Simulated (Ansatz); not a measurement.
# FH₂INPSi, SMILES F[Si]1(I)NP1: a single point from an input written key by key

Computed with the Python package of Ansatz (0.2.0).

Notebook, run cell by cell (the value of a cell's last expression is shown):

**Cell 1**
```python
import ansatz as az
import numpy as np
```

**Cell 2**
```python
deck = {
    "crystal": {
        "periodic": [False, False, False],
        "atoms": [
            {"symbol": "F", "position_ang": [0.7967, -0.5975, 1.9216]},
            {"symbol": "Si", "position_ang": [0.5309, -0.5202, 0.3343]},
            {"symbol": "I", "position_ang": [0.017, -2.592, -0.7636]},
            {"symbol": "N", "position_ang": [-0.727, 0.4815, 0.1139]},
            {"symbol": "P", "position_ang": [0.3122, 1.4092, -0.6988]},
            {"symbol": "H", "position_ang": [-1.055, 0.857, 1.0302]},
            {"symbol": "H", "position_ang": [0.1865, 0.894, -1.9833]},
        ],
    },
    "basis": {"gaussian": {"orbitals": "def2-SVP"}},
    "correlation": {"method": "mp2"},
    "output": {"forces": True},
    "accuracy": "medium",
    "scf": {"lower_state_search": "standard"},
}
session = az.Session.from_dict(deck)
data = session.plan(threads=1).execute().report
```

**Cell 3**
```python
print(f"E = {data['free_energy_ev']:.6f} eV = {data['free_energy_ev'] / 27.211386246:.7f} Ha")
print("converged:", data["converged"], " doubts:", data["published_state_doubts"] or "none")
symbols = ["F", "Si", "I", "N", "P", "H", "H"]
print("correlation energy", round(data["free_energy_ev"] - data["reference_energy_ev"], 5), "eV")
cluster = data["correlation"].get("coupled_cluster")
if cluster:
    print("cycles", cluster["cycles"], " T1 diagnostic", round(cluster["t1_diagnostic"], 4), " largest double", round(cluster["largest_double"], 4))
state = data["mean_field"]["state"]
print(f"mean field: {state['energy']['hartree']:.7f} Ha, <S^2> = {abs(state['spin_squared']):.4f}, stability: {state.get('stability', {}).get('kind')}")
```
Output:
```text
E = -29436.017185 eV = -1081.7536791 Ha
converged: True  doubts: none
correlation energy -18.24176 eV
mean field: -1081.0833069 Ha, <S^2> = 0.0000, stability: minimum
```

**Cell 4**
```python
print("forces (eV/A)")
for symbol, f in zip(symbols, data["forces_ev_ang"]):
    print(f"  {symbol:2s} {f[0]:9.4f} {f[1]:9.4f} {f[2]:9.4f}")
charges = data["charge_distribution"]
print("dipole moment", round(4.803205 * float(np.linalg.norm(charges["dipole_moment_e_ang"])), 3), "D")
print("Mulliken:", [(s, round(q, 3)) for s, q in zip(symbols, charges["mulliken_charges_e"])])
```
Output:
```text
forces (eV/A)
  F     0.6114   -0.3553    0.4404
  Si    2.3447   -1.8129   -0.5077
  I     0.2986   -0.5994    0.0443
  N    -6.9310   -0.1171    3.6852
  P     4.3081    3.2553   -1.8082
  H    -0.4243   -0.0395   -1.1377
  H    -0.2075   -0.3312   -0.7163
dipole moment 0.631 D
Mulliken: [('F', -0.359), ('Si', 0.642), ('I', -0.17), ('N', -0.455), ('P', 0.179), ('H', 0.179), ('H', -0.016)]
```

The settings weren't tested for convergence. The geometry is a force-field or estimated start, not a minimum of this method, and the basis set is short of its limit. def2 sets replace the cores of elements past krypton by effective core potentials. The whole script took 8.4 s on 1 thread of Intel(R) Xeon(R) Platinum 8488C (Sapphire Rapids), with other jobs on the host, peak memory 0.29 GiB.

(Lines on the test bed's own set-up are left out of the output.)
